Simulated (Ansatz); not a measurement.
# Hf: the cost of one run

Method: DFT PBE, scalar-relativistic, plane waves, PAW, in Ansatz 0.2.0.

## (1) The system as given

It takes space group P4mm (No. 99, tetragonal). Conventional cell: a = 4.216 Å, b = 4.216 Å, c = 16.000 Å, α = 90.00°, β = 90.00°, γ = 90.00°. Hf (site symmetry 2mm) has 2 Hf at 2.52 Å as nearest neighbours. Around Hf (site symmetry 4mm) lie 4 Hf at 2.52 Å.

As a file:

```cif
data_structure
_symmetry_space_group_name_H-M 'P 1'
_symmetry_Int_Tables_number 1
_cell_length_a 4.2159
_cell_length_b 4.2159
_cell_length_c 16.0000
_cell_angle_alpha 90.000
_cell_angle_beta 90.000
_cell_angle_gamma 90.000
_cell_volume 284.38
loop_
_atom_site_label
_atom_site_type_symbol
_atom_site_fract_x
_atom_site_fract_y
_atom_site_fract_z
_atom_site_occupancy
Hf1 Hf 0.00000 0.50000 0.54297 1
Hf2 Hf 0.50000 0.00000 0.54297 1
Hf3 Hf 0.00000 0.00000 0.45703 1
```

The cell is invented: random sheet by layer group and Wyckoff sites. The dimensions are guesses.

Only a and b are periodic; c spans vacuum, so the box's volume, pressure and space group aren't properties of the sheet.

## (2) A first look at the guess

input.yaml

```yaml
crystal:
  lattice:
    - [4.215884, 0.0, 0.0]
    - [0.0, 4.215884, 0.0]
    - [0.0, 0.0, 16.0]
  atoms:
    - { symbol: Hf, position: [0.0, 0.5, 0.54296937] }
    - { symbol: Hf, position: [0.5, 0.0, 0.54296937] }
    - { symbol: Hf, position: [0.0, 0.0, 0.45703063] }
  periodic: [true, true, false]
basis:
  ecutwfc: 420
kpoints:
  mp_grid: { grid: [4, 4, 1] }
hamiltonian:
  xc: pbe
scf:
  occupations: { method: gaussian, width: 0.1 }
  lower_state_search: "off"
output:
  forces: true
  stress: true
  eigenvalues: true
```

Started as:

```sh
ansatz run input.yaml --threads 1 --pin off --max-ram 2560MiB --backend cpu --events-out ev --progress --plain --runs-dir out
```

**Question.** How long does this run take on 1 thread of Intel Xeon at 2.70GHz, shared host, and how much memory does it need?

About 19 s, with a peak of 0.55 GiB.
